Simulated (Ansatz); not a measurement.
# Os (Osmium): the cost of one run

Method: DFT PBE, scalar-relativistic, plane waves, PAW, in Ansatz 0.2.0.

2 further runs of the same task are left out: 2 set aside as unsound or not needed.

### Step 1. Starting point

Symmetry: P6_3/mmc, No. 194, hexagonal system. The conventional cell has a = 2.753 Å, b = 2.753 Å, c = 4.351 Å, α = 90.00°, β = 90.00°, γ = 120.00°. Os (site symmetry -6m2) is surrounded by 12 Os at 2.69 to 2.75 Å.

Coordinates:

```xyz
2
Lattice="2.7528 0.0000 0.0000 -1.3764 2.3840 0.0000 0.0000 0.0000 4.3509" Properties=species:S:1:pos:R:3 pbc="T T T"
Os    0.0000    1.5893    1.0877
Os    1.3764    0.7947    3.2631
```

This cell was relaxed beforehand with the same method: volume 14.28 Å³/atom, gap on the mesh none (metal).

### Step 2. Tight relaxation for the response runs, with the smearing for a metal

Response runs need a geometry at rest under their own mesh and occupations; hence this stricter relaxation.

The input, input.yaml:

```yaml
crystal:
  lattice:
    - [2.7527908585, 0.0, 0.0]
    - [-1.3763954292, 2.3839868147, 0.0]
    - [0.0, 0.0, 4.3508626244]
  atoms:
    - { symbol: Os, position: [0.3333333333, 0.6666666667, 0.25] }
    - { symbol: Os, position: [0.6666666667, 0.3333333333, 0.75] }
basis:
  ecutwfc: 420
kpoints:
  mp_grid: { grid: [18, 18, 10] }
hamiltonian:
  xc: pbe
scf:
  occupations: { method: fermi_dirac, width: 0.15 }
output:
  forces: true
  stress: true
  eigenvalues: true
relax:
  adjacent_minimum: "off"
  f_tol: 0.001
  max_steps: 60
  cell: { stress_tol: 0.01 }
```

Launch:

```
ansatz run input.yaml --threads 1 --pin off --max-ram 2560MiB --backend cpu --events-out ev --progress --plain --runs-dir out
```

Q: Estimate wall time and peak memory on 1 thread of an Arm CPU, shared host.

About 21 s, with a peak of 0.39 GiB.
